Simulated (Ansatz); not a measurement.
# GeH5Si: the cost of one run

All numbers below are computed with Ansatz 0.2.0 (UKS BHLYP/def2-SVP).

1 further run of the same task is left out (it didn't finish).

## 1. The system as given

Bond lengths: Si1–Ge2 2.293 Å, Si1–H3 1.486 Å, Si1–H4 1.451 Å, Si1–H5 1.536 Å, Ge2–H6 1.562 Å, Ge2–H7 1.566 Å. Angles: Si1–Ge2–H6 111.1°, Si1–Ge2–H7 108.8°, H6–Ge2–H7 109.7°, Ge2–Si1–H3 111.1°, Ge2–Si1–H4 109.4°, Ge2–Si1–H5 108.3°, H3–Si1–H4 113.8°, H3–Si1–H5 105.2°, H4–Si1–H5 108.9°.

Structure file:

```xyz
7

Si   -0.5457   -0.4715   -0.6126
Ge    1.0653    0.7564    0.4610
H    -1.5154   -1.0439    0.3567
H     0.0895   -1.4635   -1.4606
H    -1.3691    0.4800   -1.4928
H     0.4243    1.8775    1.3391
H     1.9123   -0.2030    1.3634
```

## 2. End point A

Input file input.yaml:

```yaml
crystal:
  periodic: [false, false, false]
  atoms:
    - { symbol: Si, position_ang: [-0.5457, -0.4715, -0.6126] }
    - { symbol: Ge, position_ang: [1.0653, 0.7564, 0.461] }
    - { symbol: H, position_ang: [-1.5154, -1.0439, 0.3567] }
    - { symbol: H, position_ang: [0.0895, -1.4635, -1.4606] }
    - { symbol: H, position_ang: [-1.3691, 0.48, -1.4928] }
    - { symbol: H, position_ang: [0.4243, 1.8775, 1.3391] }
    - { symbol: H, position_ang: [1.9123, -0.203, 1.3634] }
magnetization:
  spin_polarized: true
  initial_magnetization: 1
basis:
  gaussian: { orbitals: def2-SVP }
hamiltonian:
  xc: { name: BHLYP }
relax:
  f_tol: 0.015
  max_steps: 40
```

Started as:

```bash
> ansatz run input.yaml --threads 2 --pin off --max-ram 3072MiB --backend cpu --events-out ev --progress --plain --runs-dir out
```

What time and memory should one allow on 2 threads of INTEL XEON PLATINUM 8581C at 2.30GHz (Emerald Rapids), shared host?

About 7.3 s, with a peak of 0.22 GiB.
